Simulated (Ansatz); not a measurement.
## C2H7NSSi, SMILES CN1CS[SiH2]1: a ladder of methods at one geometry, step by step

With Ansatz 0.2.0 through its Python package.

Input file `c2h7nssi.xyz`:
```text
12

C    -0.94240    0.02490    1.08920
N     0.18830    0.34840    0.27100
C     0.95230   -0.89250    0.07000
S     0.50240   -1.14180   -1.66680
Si    0.17990    0.89440   -1.35210
H    -0.69960   -0.24950    2.07830
H    -1.61510   -0.69400    0.64250
H    -1.54870    0.99680    1.20650
H     2.07550   -0.73160    0.21710
H     0.73160   -1.72950    0.77080
H    -1.16500    1.42630   -1.68400
H     1.41760    1.69300   -1.60870
```

At the Python prompt:
```pycon
>>> from pathlib import Path
>>> import ansatz as az
>>> import numpy as np
>>> geometry = az.Crystal.molecule_from_extxyz("c2h7nssi.xyz")
>>> model = (
...     geometry.calculation()
...     .basis(gaussian="cc-pVDZ")
...     .accuracy("high")
... )
>>> print("functional    E (Ha)        dipole (D)   HOMO (eV)  LUMO (eV)")
functional    E (Ha)        dipole (D)   HOMO (eV)  LUMO (eV)
>>> for name in ["hf", "lc_wpbe", "b3lyp", "r2scan0"]:
...     summary = model.functional(name).forces().orbitals().run(runs_dir="runs").report
...     lines = Path(summary["orbitals_path"]).read_text().splitlines()
...     field_of = lambda key: [line.split("=")[1].strip() for line in lines if line.startswith(key)]
...     orbitals = [(27.211386 * float(e), s, float(n)) for e, s, n in zip(field_of("Ene="), field_of("Spin="), field_of("Occup="))]
...     homo = max(e for e, _, n in orbitals if n > 0.5)
...     lumo = min(e for e, _, n in orbitals if n < 0.5)
...     dipole = 4.803205 * np.linalg.norm(summary["charge_distribution"]["dipole_moment_e_ang"])
...     print(f"{name:10s} {summary['free_energy_ev'] / 27.211386246:14.6f} {dipole:9.3f} {homo:11.3f} {lumo:10.3f}")
...
hf            -820.701438     1.302      -9.168      3.158
lc_wpbe       -822.547752     1.280      -8.664      2.091
b3lyp         -822.867880     1.148      -5.692     -0.371
r2scan0       -822.685611     1.284      -6.152     -0.032
```

Reading the output:
- These settings explore the input space; basis and method may be short of convergence.
- The geometry is a force-field or estimated start, not a minimum of this method, and the basis set is short of its limit. A lower total doesn't mark the better method: functionals have no common bound, and MP2 and coupled cluster aren't variational.
- b3lyp holds the VWN-RPA fit, as in Gaussian; the form of ORCA and Turbomole is b3lyp5.
- Levels such as HOMO and LUMO are orbital energies: with these approximate functionals they aren't the ionisation energy and electron affinity, and their gap isn't the fundamental gap.
- For Al to Cl the sets with a tight d function, cc-pV(X+d)Z, are usual.
- The whole script took 99 s on 1 thread of Arm Neoverse V2, on a shared host, peak memory 0.65 GiB.
